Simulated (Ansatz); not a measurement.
Working through a displacement scan with seeded SCF runs of MgTl, space group Pm-3m

With Ansatz's Python interface.

Interactive session:
```pycon
>>> import ansatz as az
>>> import numpy as np
>>> vectors = np.array([
...     [3.628, 0.0, 0.0],
...     [0.0, 3.628, 0.0],
...     [0.0, 0.0, 3.628],
... ])
>>> crystal = (
...     az.Lattice.of(vectors)
...     .atom('Mg', [0.0, 0.0, 0.0])
...     .atom('Tl', [0.5, 0.5, 0.5])
... )
>>> len(crystal.resolved().sites)
2
>>> start = np.array(crystal.resolved().sites[0].position)
>>> previous, rows = None, []
>>> for step in range(5):
...     target = start + step * 0.005 * np.eye(3)[0]
...     calculation = (
...         crystal.move(0, to=target).calculation()
...         .functional('pbesol')
...         .kpoints(density=2.4)  # the mesh must be finer for metals
...         .occupations('methfessel_paxton', width=0.1)  # fractional filling near the Fermi level
...         .scf(tolerance=1e-08)
...         .forces()  # eV per angstrom
...     )
...     session = calculation.session()
...     if previous is not None:
...         session.seed_next_step(previous)
...     previous = session.plan(retain='density').execute()
...     report = previous.report
...     shift = float(np.linalg.norm((target - start) @ np.array(report['lattice']['cell_ang'])))
...     rows.append((step, shift, report['lagrangian_ev'], float(np.linalg.norm(report['forces_ev_ang'][0])), report['n_iterations'], report['n_symmetry_ops']))
...
DeckWarning: basis.ecutwfc = 420 eV, auto-derived from the records' recommended cutoffs: set by Mg (normal level)
True
True
True
True
>>> rows = [(row[0], row[1], 1000 * (row[2] - rows[0][2]), *row[3:]) for row in rows]
>>> print('          step         moved A          dE meV  force on it eV/A      iterations  symmetry operations')
          step         moved A          dE meV  force on it eV/A      iterations  symmetry operations
>>> for row in rows:
...     print(f'{str(row[0]):>14s}  {row[1]:14.4f}  {row[2]:14.3f}  {row[3]:16.4f}  {row[4]:14d}  {row[5]:19d}')
...
             0          0.0000           0.000            0.0000               6                   48
             1          0.0181           0.278            0.0306               5                    8
             2          0.0363           1.111            0.0612               5                    8
             3          0.0544           2.499            0.0918               5                    8
             4          0.0726           4.443            0.1225               5                    8
```

The mesh is modest for a metal, so energies can be off by several to tens of meV an atom and pressures by half a GPa or more; differences at equal mesh fare better. Spin-orbit coupling, which matters for elements this heavy, is left out. The starting cell is as deposited in a crystallographic database; the results hold for this polymorph, which needn't be the stable one. Warnings are shown shortened and without file and line. The first step keeps the crystal's symmetry; the moved atom lowers it. Hardware and time: 7 s on 1 thread of Arm Neoverse V1, with other jobs on the host, peak memory 0.36 GiB.

(Lines on the test bed's own set-up are left out of the output.)
